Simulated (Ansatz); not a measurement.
# C7H4NO radical: energies up the ladder

One table from this session's results is given with a row withheld; the runs are named, their logs left out.

Program: Ansatz 0.2.0. Level of theory: the levels named in each step. These are calculated values, not measurements.

## The system as given

Bond lengths: N1–C2 1.149 Å, C2–C3 1.404 Å, C3–C4 1.411 Å, C4–C5 1.360 Å, C5–C6 1.455 Å, C6–O7 1.232 Å, C6–C8 1.455 Å, C3–C9 1.411 Å, C8–C9 1.360 Å, C4–H10 1.081 Å, C5–H11 1.079 Å, C8–H12 1.079 Å, C9–H13 1.081 Å. Angles (14 of 19 angles, heavy atoms first): N1–C2–C3 179.9°, C2–C3–C4 120.0°, C2–C3–C9 120.0°, C4–C3–C9 120.0°, C3–C4–C5 120.4°, C4–C5–C6 121.7°, C5–C6–O7 122.1°, C5–C6–C8 115.8°, O7–C6–C8 122.1°, C6–C8–C9 121.7°, C3–C9–C8 120.4°, C3–C4–H10 118.7°, C5–C4–H10 120.8°, C4–C5–H11 121.5°.

Structure file:

```xyz
13

N     3.5036   -0.5509   -0.2856
C     2.3725   -0.3741   -0.1913
C     0.9896   -0.1563   -0.0790
C     0.1028   -1.2530   -0.0569
C    -1.2379   -1.0523    0.0521
C    -1.8054    0.2844    0.1469
O    -3.0179    0.4754    0.2520
C    -0.8495    1.3809    0.1184
C     0.4880    1.1600    0.0086
H     0.5096   -2.2520   -0.1274
H    -1.9323   -1.8784    0.0725
H    -1.2526    2.3797    0.1877
H     1.1861    1.9851   -0.0111
```

The first run:

input.yaml reads:

```yaml
crystal:
  periodic: [false, false, false]
  atoms:
    - { symbol: "N", position_ang: [3.50362, -0.55088, -0.28557] }
    - { symbol: C, position_ang: [2.37249, -0.37409, -0.19126] }
    - { symbol: C, position_ang: [0.98962, -0.15632, -0.07904] }
    - { symbol: C, position_ang: [0.10284, -1.253, -0.05689] }
    - { symbol: C, position_ang: [-1.23793, -1.05234, 0.05211] }
    - { symbol: C, position_ang: [-1.80542, 0.2844, 0.14693] }
    - { symbol: O, position_ang: [-3.01785, 0.47542, 0.25203] }
    - { symbol: C, position_ang: [-0.84948, 1.38093, 0.11842] }
    - { symbol: C, position_ang: [0.48804, 1.15999, 0.00862] }
    - { symbol: H, position_ang: [0.50959, -2.25202, -0.12739] }
    - { symbol: H, position_ang: [-1.93231, -1.87837, 0.07248] }
    - { symbol: H, position_ang: [-1.25261, 2.37972, 0.18772] }
    - { symbol: H, position_ang: [1.18607, 1.9851, -0.01114] }
magnetization:
  spin_polarized: true
  initial_magnetization: 1
basis:
  gaussian: { orbitals: def2-SVPD }
hamiltonian:
  xc: pbe
  dispersion: d4
relax:
  f_tol: 0.03
  max_steps: 200
```

Run with:

```
$ ansatz run input.yaml --threads 8 --pin off --max-ram 22528MiB --backend cpu --events-out ev --progress --plain --runs-dir out
```

Among the steps run: A rough first relaxation, PBE-D4/def2-SVPD; Relaxation, PBE0-D4/def2-TZVPD; Relaxation, PBE0-D4/def2-SVPD; Frequencies, PBE0-D4/def2-SVPD; Single point, PBE-D4/def2-TZVPPD; Single point, r2SCAN-D4/def2-TZVPPD; Single point, B3LYP-D4/def2-TZVPPD; Single point, wB97M-V/def2-TZVPPD; Single point, B2PLYP/def2-TZVPPD; Single point, PBE0-D4/def2-TZVPPD; Single point, LDA/def2-TZVPPD; Single point, PBE0-D4/def2-SVPD; Single point, PBE-D4/def2-SVPD; The anion of multiplicity 1 at the same geometry, PBE0-D4/def2-TZVPPD; The anion of multiplicity 1 at the same geometry, PBE-D4/def2-TZVPPD; The anion of multiplicity 1 at the same geometry, r2SCAN-D4/def2-TZVPPD; The anion of multiplicity 1 at the same geometry, B3LYP-D4/def2-TZVPPD; The anion of multiplicity 1 at the same geometry, wB97M-V/def2-TZVPPD; The anion of multiplicity 1 at the same geometry, B2PLYP/def2-TZVPPD.

One table of the session follows, with a row left open; its other results are not shown here.

It belongs to the step «Vertical electron affinity». 

| level | vertical electron affinity (eV) | from B2PLYP/def2-TZVPPD (eV) |
| --- | --- | --- |
| PBE0-D4/def2-TZVPPD | 3.024 | -0.097 |
| PBE-D4/def2-TZVPPD | 3.065 | -0.055 |
| r2SCAN-D4/def2-TZVPPD | 2.981 | -0.140 |
| B3LYP-D4/def2-TZVPPD | 3.082 | -0.038 |
| wB97M-V/def2-TZVPPD | ? | ? |
| B2PLYP/def2-TZVPPD | 3.120 | -0.000 |

Q: Estimate the row for wB97M-V/def2-TZVPPD from the others.

As computed: vertical electron affinity (eV): 3.005; from B2PLYP/def2-TZVPPD (eV): -0.115. In the column «vertical electron affinity (eV)» it lies between r2SCAN-D4/def2-TZVPPD (2.981) and PBE0-D4/def2-TZVPPD (3.024).
